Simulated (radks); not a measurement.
**Co in [Ar] 3d5 4s2 4f2: an all-electron calculation**

The task here is to estimate one member of a computed series from the others.

Program: radks (a radial shooting solver on a logarithmic mesh, Libxc functionals) version 1. Level of theory: Dirac Kohn-Sham, BLYP, spin-unpolarised, spherical densities, point nucleus; open shells are shared between the two j in proportion to 2j + 1. These are calculated values, not measurements, unless marked.

## The atom as given

* element: cobalt (Z = 27)
* charge: 0
* electrons: 27
* configuration: [Ar] 3d5 4s2 4f2

Outer shells as boxes (Hund's rule):

Co
```
[Ar] core
3d [↑ ][↑ ][↑ ][↑ ][↑ ]
4s [↑↓]
4f [↑ ][↑ ][  ][  ][  ][  ][  ]
```

Set-up of the first run:

The run's settings:

```text
Z 27
configuration [Ar] 3d5 4s2 4f2 4p0 5s0 4d0 5f0
relativity Dirac
functional b88,lyp
spin unpolarised
j_filling average
nucleus point
c 137.035999084
```

One table of the session follows, with a row left open; its other results are not shown here.

It belongs to the step «Orbitals and density». From the orbitals of this run (lengths in bohr):

| level | <r> | outermost maximum (interpolated) | 90 % within | nodes |
| --- | --- | --- | --- | --- |
| 1s1/2 | 0.05619 | 0.0368 | 0.100 | 0 |
| 2s1/2 | 0.2553 | 0.213 | 0.396 | 1 |
| 2p1/2 | ? | ? | ? | ? |
| 2p3/2 | 0.2260 | 0.173 | 0.370 | 0 |
| 3s1/2 | 0.7619 | 0.664 | 1.14 | 2 |
| 3p1/2 | 0.7894 | 0.667 | 1.21 | 1 |
| 3p3/2 | 0.7982 | 0.674 | 1.22 | 1 |
| 3d3/2 | 0.9031 | 0.639 | 1.51 | 0 |
| 3d5/2 | 0.9067 | 0.642 | 1.52 | 0 |
| 4s1/2 | 2.231 | 1.95 | 3.27 | 3 |
| 4p1/2 | 2.611 | 2.25 | 3.87 | 2 |
| 4p3/2 | 2.634 | 2.27 | 3.91 | 2 |
| 5s1/2 | 5.784 | 4.93 | 8.44 | 4 |
| 4d3/2 | 4.280 | 3.45 | 6.75 | 1 |
| 4d5/2 | 4.291 | 3.46 | 6.77 | 1 |
| 4f5/2 | 10.73 | 9.02 | 16.0 | 0 |
| 4f7/2 | 10.73 | 9.02 | 16.0 | 0 |

Q: Estimate the row for 2p1/2 from the others.

**Answer.** <r>: 0.2228; outermost maximum (interpolated): 0.170; 90 % within: 0.365; nodes: 0. In the column «<r>» it lies between 1s1/2 (0.05619) and 2p3/2 (0.2260).
